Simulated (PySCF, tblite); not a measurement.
# C5H14N2Si2: geometry, infrared bands and NMR shifts

Aim: predict the infrared bands and NMR shifts of C5H14N2Si2 (`C/C=C/[Si@H]1CCN[SiH2]N1`).

The runs use tblite 0.8.0 and PySCF 2.14.0, with density-fitted response routines of our own; the level of theory stands in each step. All values are computed, except where a source is named. Atoms count from 0, in the outputs and in this text.

**1. Starting geometry**

23 atoms, charge 0, multiplicity 1; geometry from: force field or distance geometry start.

Bonds of the start (Å): C0–C1 1.51, C1–C2 1.34, C2–Si3 1.83, Si3–C4 1.87, C4–C5 1.54, C5–N6 1.43, N6–Si7 1.77, Si7–N8 1.81, N8–Si3 1.78, C0–H9 1.13, C0–H10 1.10, C0–H11 1.12, C1–H12 1.06, C2–H13 1.08, Si3–H14 1.48, C4–H15 1.12, C4–H16 1.11, C5–H17 1.09, C5–H18 1.13, N6–H19 1.02, Si7–H20 1.49, Si7–H21 1.48, N8–H22 1.04.

**2. Optimising the geometry with GFN2-xTB**

What the job is given:

```
{"job": {"kind": "relax", "xc": "GFN2-xTB", "basis": "xTB"}, "charge": 0, "multiplicity": 1}
C      4.084500    -0.235800    -0.530500
C      2.602700    -0.442400    -0.703800
C      1.783400    -0.047600     0.282700
Si    -0.032100    -0.251100     0.167300
C     -0.991000     1.201800     0.853200
C     -2.444300     0.703500     0.917700
N     -3.086300     0.719700    -0.357500
Si    -2.439600    -0.593100    -1.359000
N     -0.635900    -0.554200    -1.477900
H      4.294700     0.839500    -0.788200
H      4.632700    -0.943600    -1.171800
H      4.352400    -0.391700     0.546500
H      2.222000    -0.917400    -1.573500
H      2.238900     0.422100     1.141100
H     -0.417500    -1.423500     0.987000
H     -0.645900     1.486600     1.877800
H     -0.926700     2.068000     0.166700
H     -2.986200     1.182700     1.738900
H     -2.347400    -0.377100     1.226800
H     -3.106700     1.630500    -0.820600
H     -2.732900    -1.860800    -0.640100
H     -3.073200    -0.652800    -2.693600
H     -0.350300    -1.536300    -1.687300
```

Launch:

```sh
$ OMP_NUM_THREADS=1 python probes_run.py task.json out
```

The driver reads the jobs from task.json and runs them one after another.

**Question.** This job is followed by: GFN2-xTB harmonic vibrations, gas phase; GIAO PBE0/pcSseg-1 NMR shielding, non-relativistic, gas phase. Predict these results of the whole session: strongest single infrared mode (GFN2-xTB); zero-point energy (GFN2-xTB); ¹³C shifts against TMS (PBE0/pcSseg-1); ¹H shifts against TMS (PBE0/pcSseg-1, means over atoms taken as alike); ²⁹Si shifts against TMS (PBE0/pcSseg-1); ¹⁵N shifts against NH3 (PBE0/pcSseg-1); surface potential, 1st and 99th percentile.

As calculated:

| quantity | value |
| --- | --- |
| strongest single infrared mode (GFN2-xTB) | 2205 cm⁻¹, 434 km/mol |
| zero-point energy (GFN2-xTB) | 114.1 kcal/mol |
| ¹³C shifts against TMS (PBE0/pcSseg-1) | 152.0, 135.4, 42.6, 26.6, 22.0 ppm |
| ¹H shifts against TMS (PBE0/pcSseg-1, means over atoms taken as alike) | 6.42, 5.87, 5.34, 5.31, 4.94, 3.57, 3.08, 2.02, 0.73, 0.73, 0.69, -0.41 ppm |
| ²⁹Si shifts against TMS (PBE0/pcSseg-1) | -27.5, -36.5 ppm |
| ¹⁵N shifts against NH3 (PBE0/pcSseg-1) | 40.7, 20.8 ppm |
| surface potential, 1st and 99th percentile | -1.23 V and 1.41 V |

**Reading.** Over 132 steps the energy fell by 1.009 eV; of the close pairs, Si7–N8 changed most, 1.808 to 1.738 Å. All 63 modes are real, so the xTB geometry is a minimum. The strongest single mode, at 2205 cm⁻¹, moves mainly H20. Unscaled tight-binding wavenumbers are off by several per cent, some by more. Its intensities can rank the bands wrongly. At PBE0/pcSseg-1: Shielding is most anisotropic at C1 (span 257 ppm, paramagnetic term -223 ppm).
